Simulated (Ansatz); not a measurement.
# BGeHCl (quartet): relaxing a cheap start

Where does this start of BGeHCl (quartet) end when it is relaxed?

Computed with Ansatz 0.2.0, Gaussian basis. Level: UKS PBE0/def2-TZVP.

## (1) The system as given

4 atoms, charge 0, spin multiplicity 4.

Atoms are counted from 1 here; the program's logs count them from 0.

Bond lengths: Cl1–B2 1.719 Å, B2–Ge3 1.981 Å, Ge3–H4 1.620 Å. Angles: Cl1–B2–Ge3 124.8°, B2–Ge3–H4 108.4°.

The start was built by rule and, where that kept it together, relaxed with GFN2-xTB. Sticks and bond lists go by distance. No spin-orbit coupling is included. 

## (2) Relaxation

The input, in.yaml:

```yaml
crystal:
  periodic: [false, false, false]
  atoms:
    - {symbol: Cl, position_ang: [-2.154890, -0.160291, 0.001846]}
    - {symbol: B, position_ang: [-0.692121, 0.742297, 0.007077]}
    - {symbol: Ge, position_ang: [1.124117, -0.048306, -0.002041]}
    - {symbol: H, position_ang: [2.206468, 1.157600, 0.006224]}
basis:
  gaussian: {orbitals: def2-TZVP}
magnetization: {spin_polarized: true, initial_magnetization: 3}
hamiltonian: {xc: pbe0}
relax: {f_tol: 0.004, max_steps: 80}
```

On the command line:

```bash
$ ansatz run in.yaml --threads 1 --pin off --events-out ev --progress --plain --max-ram 2176MiB
```

**Question.** What will these runs give? Wanted: energy gained; shift from the start; total energy; dipole moment; ⟨S²⟩.

As calculated:

| quantity | value |
| --- | --- |
| steps | 7 |
| energy gained | 0.131 eV |
| shift from the start (rms) | 0.136 Å |
| total energy | -69718.4892 eV |
| dipole moment | 1.35 D |
| ⟨S²⟩ | 3.755 |

**Reading.** The bonds of the start are those of the end. Ge3–H4 went from 1.620 to 1.547 Å. No vibrations were run, so this is a stationary point, not a proven minimum, and this spin need not be the ground state's.
